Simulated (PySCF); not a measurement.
# The bond of PbSe, level by level

One job finds the state of PbSe, follows it along the bond with each method and fits the curves.

Method: Pb def2-SVP with ECP60, Se def2-SVP, scalar-relativistic core potentials; program: PySCF 2.14.0.

## Step 1: Set-up

The job is set up so:

```json
{
  "atoms": "Pb, Se",
  "charge": "0",
  "basis": "Pb def2-SVP with ECP60, Se def2-SVP",
  "Hamiltonian": "scalar-relativistic core potentials",
  "basis functions": "58",
  "electrons treated": "56",
  "masses in u": "207.9766, 79.9165",
  "levels": "PBE0, PBE, r²SCAN, M06, PBEsol, M06-L, ωB97X, HF, MP2, SCS-MP2, CCSD, CCSD(T)",
  "grid": "80 radial by 434 angular points",
  "occupations": "held fixed by the projection of orbital angular momentum",
  "dissociation limit": "Pb + Se, each in its ground configuration",
  "starting distance in angstrom": "2.510",
  "values of 2S to try": "0, 2, 4"
}
```

On the command line:

```sh
$ OMP_NUM_THREADS=1 python dia.py task.json out
```

After this run come: PBE0 along the bond; Higher solutions at PBE0; PBE (GGA); r²SCAN (meta-GGA); M06 (hybrid meta-GGA); PBEsol (GGA); M06-L; ωB97X (range-separated hybrid); RHF (mean field); Adding correlation.

**Question.** What will these runs give? Wanted: for each run, Re; ωe; De; μ.

The runs gave:

Lowest PBE0 solution found, without spin–orbit coupling: ¹Σ⁺ (singlet), closed shell. State 2 has its PBE0 minimum 1.77 eV higher. The other levels ran on the lowest alone.

| level | Re (Å) | ωe (cm⁻¹) | De (eV) | μ (D) |
| --- | --- | --- | --- | --- |
| RHF | 2.400 | 314 | 1.82 | -4.52 |
| RHF-MP2 | 2.440 | 287.0 | 3.95 | n/a |
| RHF-SCS-MP2 | 2.441 | 287.1 | 3.77 | n/a |
| RHF-CCSD | 2.434 | 292.4 | 3.52 | n/a |
| RHF-CCSD(T) | 2.458 | 273.8 | 3.82 | n/a |
| PBE | 2.455 | 275.4 | 4.64 | -3.34 |
| PBEsol | 2.435 | 283.0 | 4.92 | -3.24 |
| r²SCAN | 2.432 | 287.6 | 4.32 | -3.63 |
| M06-L | 2.447 | 280.4 | 4.67 | -3.74 |
| PBE0 | 2.421 | 294.2 | 4.22 | -3.71 |
| M06 | 2.439 | 288.5 | 4.66 | -3.74 |
| ωB97X | 2.395 | 312 | 4.25 | -3.85 |

De is counted to Pb + Se in their ground configurations. A positive dipole means Pb(−)Se(+).

The methods spread over 0.063 Å in bond length, from ωB97X to RHF-CCSD(T). Among the levels with a De in the table, it runs from 1.82 eV (RHF) to 4.92 eV (PBEsol).

Correlated steps freeze 13 core orbitals. Spin–orbit coupling is left out, which matters for elements this heavy, above all for dissociation energies. T1 is 0.022 near the minimum (highest on the curve 0.045), which may point to more than one leading configuration.
